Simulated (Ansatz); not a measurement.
# C5H10O3: up Jacob's ladder to CCSD(T)

An exercise on one series of results from a longer session: the logs are not shown, and one member is left open.

The runs use Ansatz 0.2.0, Gaussian basis; functionals in def2-TZVPP, the program's frozen cores in correlated methods.

Plan: LDA (SPW92), PBE-D4, revPBE-D4, BLYP-D4, r2SCAN-D4, B97M-V, PBE0-D4, B3LYP-D4, r2SCANh-D4, r2SCAN0-D4, HSE06-D4, BHLYP-D4, CAM-B3LYP-D4, LC-ωPBE, ωB97X-V, ωB97M-V, B2PLYP, PBE-QIDH; CCSD(T)/def2-SVP; CCSD(T)/def2-TZVPP; MP2/def2-QZVPP; extrapolation to the limit; RPA on PBE.

### The relaxed structure

The geometry comes from an earlier relaxation with PBE0-D4 in a triple-zeta def2 set; it is a stationary point, not always the lowest conformer.

SMILES `OCC1OCCCO1`, 18 atoms, charge 0, spin multiplicity 1.

Atoms are counted from 1 here; the program's logs count them from 0.

Bond lengths: O1–C2 1.405 Å, O1–H9 0.964 Å, C2–C3 1.524 Å, C2–H10 1.092 Å, C2–H11 1.098 Å, C3–O4 1.396 Å, C3–O8 1.411 Å, C3–H12 1.092 Å, O4–C5 1.417 Å, C5–C6 1.515 Å, C5–H13 1.091 Å, C5–H14 1.099 Å, C6–C7 1.514 Å, C6–H15 1.093 Å, C6–H16 1.094 Å, C7–O8 1.419 Å, C7–H17 1.091 Å, C7–H18 1.099 Å. Angles: C2–O1–H9 106.5°, O1–C2–C3 110.2°, O1–C2–H10 108.1°, O1–C2–H11 111.1°, C3–C2–H10 108.5°, C3–C2–H11 111.3°, H10–C2–H11 107.5°, C2–C3–O4 113.1°, C2–C3–O8 110.6°, C2–C3–H12 108.7°, O4–C3–O8 113.2°, O4–C3–H12 106.0°, O8–C3–H12 104.6°, C3–O4–C5 114.7°, O4–C5–C6 110.4°, O4–C5–H13 105.7°, O4–C5–H14 110.8°, C6–C5–H13 111.8° and more.

The first run:

Contents of in.yaml:

```yaml
crystal:
  periodic: [false, false, false]
  atoms:
    - {symbol: O, position_ang: [-0.330752, -0.465755, 2.764557]}
    - {symbol: C, position_ang: [-0.696934, -0.890064, 1.475903]}
    - {symbol: C, position_ang: [-0.996396, 0.313590, 0.590576]}
    - {symbol: O, position_ang: [-1.398746, -0.039956, -0.698803]}
    - {symbol: C, position_ang: [-0.356214, -0.509787, -1.535488]}
    - {symbol: C, position_ang: [0.778592, 0.492550, -1.578123]}
    - {symbol: C, position_ang: [1.200548, 0.802048, -0.157213]}
    - {symbol: O, position_ang: [0.082221, 1.223183, 0.607547]}
    - {symbol: H, position_ang: [0.221263, 0.316046, 2.649428]}
    - {symbol: H, position_ang: [-1.604713, -1.490715, 1.562001]}
    - {symbol: H, position_ang: [0.079932, -1.527338, 1.033125]}
    - {symbol: H, position_ang: [-1.831829, 0.867549, 1.024921]}
    - {symbol: H, position_ang: [-0.807840, -0.653089, -2.517976]}
    - {symbol: H, position_ang: [0.009884, -1.486937, -1.192081]}
    - {symbol: H, position_ang: [0.438446, 1.410499, -2.065211]}
    - {symbol: H, position_ang: [1.621449, 0.092893, -2.148955]}
    - {symbol: H, position_ang: [1.916496, 1.623874, -0.113809]}
    - {symbol: H, position_ang: [1.674582, -0.078570, 0.299582]}
basis:
  gaussian: {orbitals: def2-TZVPP}
hamiltonian: {xc: lda}
output: {orbitals: {seedname: orbitals}}
```

Launch:

```
ansatz run in.yaml --threads 2 --pin off --events-out ev --progress --plain --max-ram 22528MiB --backend cuda --devices 0, --max-vram 18GiB
```

Steps of the session up to this table: LDA; PBE-D4 (GGA); revPBE-D4 (GGA); BLYP-D4 (GGA); r2SCAN-D4 (meta-GGA); B97M-V (meta-GGA); PBE0-D4 (hybrid); B3LYP-D4 (hybrid); r2SCANh-D4 (hybrid); r2SCAN0-D4 (hybrid); HSE06-D4 (hybrid); BHLYP-D4 (hybrid); CAM-B3LYP-D4 (range-separated); LC-ωPBE (range-separated); ωB97X-V (range-separated); ωB97M-V (range-separated); B2PLYP (double hybrid); PBE-QIDH (double hybrid).

One of the session's tables, all rows but one given; the rest of the session is left out.

It belongs to the step «Frontier levels by functional». 

| functional | HOMO (eV) | LUMO (eV) | gap (eV) |
| --- | --- | --- | --- |
| LDA (SPW92) | -5.91 | 0.05 | 5.96 |
| PBE-D4 | -5.76 | 0.24 | 6.01 |
| revPBE-D4 | -5.70 | 0.34 | 6.04 |
| BLYP-D4 | ? | ? | ? |
| r2SCAN-D4 | -6.07 | 0.93 | 7.01 |
| B97M-V | -6.25 | 0.40 | 6.64 |
| PBE0-D4 | -7.33 | 1.06 | 8.38 |
| B3LYP-D4 | -7.12 | 0.71 | 7.84 |
| r2SCANh-D4 | -6.66 | 1.18 | 7.84 |
| r2SCAN0-D4 | -7.54 | 1.53 | 9.07 |
| HSE06-D4 | -6.92 | 0.69 | 7.61 |
| BHLYP-D4 | -8.87 | 1.66 | 10.53 |
| CAM-B3LYP-D4 | -8.81 | 1.81 | 10.62 |
| LC-ωPBE | -10.09 | 3.12 | 13.21 |
| ωB97X-V | -9.79 | 2.91 | 12.70 |
| ωB97M-V | -9.72 | 2.49 | 12.21 |

Estimate the missing values for BLYP-D4.

Worked estimate for «HOMO (eV)». Against the share of exact exchange, B3LYP-D4 (0.2, -7.12), BHLYP-D4 (0.5, -8.87) give a slope of -5.83 per unit share; at 0 the line stands at -5.95.

As computed: HOMO (eV): -5.70; LUMO (eV): 0.23; gap (eV): 5.93. In «HOMO (eV)» the line misses by -0.25.
